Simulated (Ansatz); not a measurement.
**CH₄ClNSeSi: up Jacob's ladder to CCSD(T)**

The task here is to estimate one member of a computed series from the others.

Program: Ansatz 0.2.0, Gaussian basis. Level of theory: functionals in def2-TZVPP, the program's frozen cores in correlated methods. These are calculated values, not measurements.

The runs, in order: PBE-D4, r2SCAN-D4, PBE0-D4, B3LYP-D4, ωB97X-V, ωB97M-V, B2PLYP; CCSD(T)/def2-TZVPP; MP2/def2-QZVPP; extrapolation to the limit.

## Structure used throughout

An earlier PBE0-D4 in a triple-zeta def2 set relaxation fixed the geometry.

9 atoms, charge 0, spin multiplicity 1.

Atoms are counted from 1 here; the program's logs count them from 0.

Bond lengths: N1–C2 1.261 Å, N1–H6 1.022 Å, C2–Se3 1.921 Å, C2–Si4 1.887 Å, Se3–H7 1.472 Å, Si4–Cl5 2.050 Å, Si4–H8 1.480 Å, Si4–H9 1.480 Å. Angles: C2–N1–H6 111.3°, N1–C2–Se3 117.3°, N1–C2–Si4 127.7°, Se3–C2–Si4 115.0°, C2–Se3–H7 94.5°, C2–Si4–Cl5 107.3°, C2–Si4–H8 110.1°, C2–Si4–H9 110.1°, Cl5–Si4–H8 109.3°, Cl5–Si4–H9 109.3°, H8–Si4–H9 110.7°.

The first run:

in.yaml

```yaml
crystal:
  periodic: [false, false, false]
  atoms:
    - {symbol: N, position_ang: [0.513037, 1.687034, -0.859324]}
    - {symbol: C, position_ang: [0.603648, 0.564628, -0.291067]}
    - {symbol: Se, position_ang: [2.369988, -0.110345, 0.046603]}
    - {symbol: Si, position_ang: [-0.802462, -0.558016, 0.279155]}
    - {symbol: Cl, position_ang: [-2.562595, 0.379671, -0.196864]}
    - {symbol: H, position_ang: [-0.463231, 1.956572, -0.994092]}
    - {symbol: H, position_ang: [1.899333, -1.353454, 0.679810]}
    - {symbol: H, position_ang: [-0.734658, -1.857571, -0.425906]}
    - {symbol: H, position_ang: [-0.734660, -0.754720, 1.744585]}
basis:
  gaussian: {orbitals: def2-TZVPP}
hamiltonian: {xc: pbe, dispersion: d4}
output: {forces: true, orbitals: {seedname: orbitals}}
```

Command:

```sh
$ ansatz run in.yaml --threads 4 --pin off --events-out ev --progress --plain --max-ram 10444MiB
```

Steps of the session up to this table: PBE-D4 (GGA); r2SCAN-D4 (meta-GGA); PBE0-D4 (hybrid); B3LYP-D4 (hybrid); ωB97X-V (range-separated); ωB97M-V (range-separated); B2PLYP (double hybrid); CCSD(T) in def2-TZVPP; MP2 in def2-QZVPP.

One table of the session follows, with a row left open; its other results are not shown here.

```
            method  atomisation energy (kcal/mol)
            PBE-D4                          731.1
         r2SCAN-D4                          713.0
           PBE0-D4                          711.9
          B3LYP-D4                          710.3
           ωB97X-V                          714.6
           ωB97M-V                          711.8
            B2PLYP                          699.6
     HF/def2-TZVPP                          477.1
    MP2/def2-TZVPP                              ?
   CCSD/def2-TZVPP                          670.4
CCSD(T)/def2-TZVPP                          686.4
           MP2/CBS                          725.3
       CCSD(T)/CBS                          711.3
```

Estimate the missing values for MP2/def2-TZVPP.

As computed: atomisation energy (kcal/mol): 700.4. In the column «atomisation energy (kcal/mol)» it lies between B2PLYP (699.6) and B3LYP-D4 (710.3).
